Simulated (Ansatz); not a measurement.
**CH2BF3O2S: a ladder of functionals and wavefunction methods**

Aim: compute CH2BF3O2S with functionals from several rungs and with coupled cluster, and see how far each lands from CCSD(T) at the basis-set limit for the atomisation energy.

The runs use Ansatz 0.2.0, Gaussian basis; functionals in def2-TZVPP, the program's frozen cores in correlated methods.

Plan: PBE-D4, r2SCAN-D4, PBE0-D4, B3LYP-D4, ωB97X-V, ωB97M-V, B2PLYP; CCSD(T)/def2-TZVPP; MP2/def2-QZVPP; extrapolation to the limit.

## Step 1: The geometry

An earlier PBE0-D4/def2-TZVP relaxation fixed the geometry.

SMILES `OB(O)SC(F)(F)F`, 10 atoms, charge 0, spin multiplicity 1.

Atoms are counted from 1 here; the program's logs count them from 0.

Bond lengths: O1–B2 1.353 Å, O1–H9 0.962 Å, B2–O3 1.353 Å, B2–S4 1.848 Å, O3–H10 0.960 Å, S4–C5 1.800 Å, C5–F6 1.327 Å, C5–F7 1.348 Å, C5–F8 1.336 Å. Angles: B2–O1–H9 112.3°, O1–B2–O3 120.8°, O1–B2–S4 112.5°, O3–B2–S4 126.7°, B2–O3–H10 116.5°, B2–S4–C5 101.2°, S4–C5–F6 109.0°, S4–C5–F7 113.1°, S4–C5–F8 113.1°, F6–C5–F7 107.5°, F6–C5–F8 108.0°, F7–C5–F8 106.0°.

Coordinates:

```mol
CH2BF3O2S
  3D, bonds by distance, orders not assigned

 10  9  0  0  0  0  0  0  0  0999 V2000
   -2.1857    0.1612   -1.2177 O   0  0
   -1.0530   -0.1317   -0.5380 B   0  0
   -0.6468   -1.4132   -0.3880 O   0  0
   -0.2166    1.3762    0.1255 S   0  0
    1.3378    0.6852    0.7127 C   0  0
    2.0241    1.6346    1.3354 F   0  0
    1.1691   -0.3304    1.5834 F   0  0
    2.1016    0.2035   -0.2721 F   0  0
   -2.6447   -0.6282   -1.5199 H   0  0
    0.1141   -1.5572    0.1786 H   0  0
  1  2  8  0
  2  3  8  0
  2  4  8  0
  4  5  8  0
  5  6  8  0
  5  7  8  0
  5  8  8  0
  1  9  8  0
  3 10  8  0
M  END
```

## Step 2: PBE-D4 (GGA)

File in.yaml:

```yaml
crystal:
  periodic: [false, false, false]
  atoms:
    - {symbol: O, position_ang: [-2.185670, 0.161229, -1.217699]}
    - {symbol: B, position_ang: [-1.052962, -0.131725, -0.538015]}
    - {symbol: O, position_ang: [-0.646794, -1.413250, -0.387981]}
    - {symbol: S, position_ang: [-0.216584, 1.376233, 0.125486]}
    - {symbol: C, position_ang: [1.337822, 0.685246, 0.712734]}
    - {symbol: F, position_ang: [2.024074, 1.634627, 1.335414]}
    - {symbol: F, position_ang: [1.169144, -0.330406, 1.583448]}
    - {symbol: F, position_ang: [2.101610, 0.203502, -0.272110]}
    - {symbol: H, position_ang: [-2.644734, -0.628238, -1.519926]}
    - {symbol: H, position_ang: [0.114106, -1.557229, 0.178640]}
basis:
  gaussian: {orbitals: def2-TZVPP}
hamiltonian: {xc: pbe, dispersion: d4}
output: {forces: true, orbitals: {seedname: orbitals}}
```

Started as:

```
$ ansatz run in.yaml --threads 2 --pin off --events-out ev --progress --plain --max-ram 32768MiB --backend cuda --devices 0, --max-vram 18GiB
```

The runs that follow: r2SCAN-D4 (meta-GGA); PBE0-D4 (hybrid); B3LYP-D4 (hybrid); ωB97X-V (range-separated); ωB97M-V (range-separated); B2PLYP (double hybrid); CCSD(T) in def2-TZVPP; MP2 in def2-QZVPP.

**Question.** What will the summary of the whole plan be? Wanted: atomisation energy, CCSD(T)/CBS; farthest; mean size of error, hybrid; mean size of error, range-separated; gap, smallest and largest; T1 diagnostic; triples share of the correlation energy.

As calculated:

| quantity | value |
| --- | --- |
| atomisation energy, CCSD(T)/CBS | 43.281 eV |
| functionals within 0.216 eV (0.5 %) | ωB97X-V |
| farthest | PBE-D4 (+1.976 eV) |
| mean size of error, hybrid | 0.257 eV |
| mean size of error, range-separated | 0.302 eV |
| gap, smallest and largest | 5.96 eV (PBE-D4), 13.01 eV (ωB97X-V) |
| T1 diagnostic | 0.0129 |
| triples share of the correlation energy | 3.5 % |

PBE-D4 misses by +1.976 eV, or 0.220 eV for each of 9 bonds. Double hybrids carry the basis error of their MP2 part in triple zeta, and no dispersion term here, so their miss is partly the set-up's. The reference freezes the cores and leaves out relativity and excitations past (T), so misses under about 0.216 eV can't be ranked. Hartree-Fock recovers 68 % of the binding; the rest is correlation. Orbital gaps span 6.0 to 13.0 eV; exact exchange widens them.
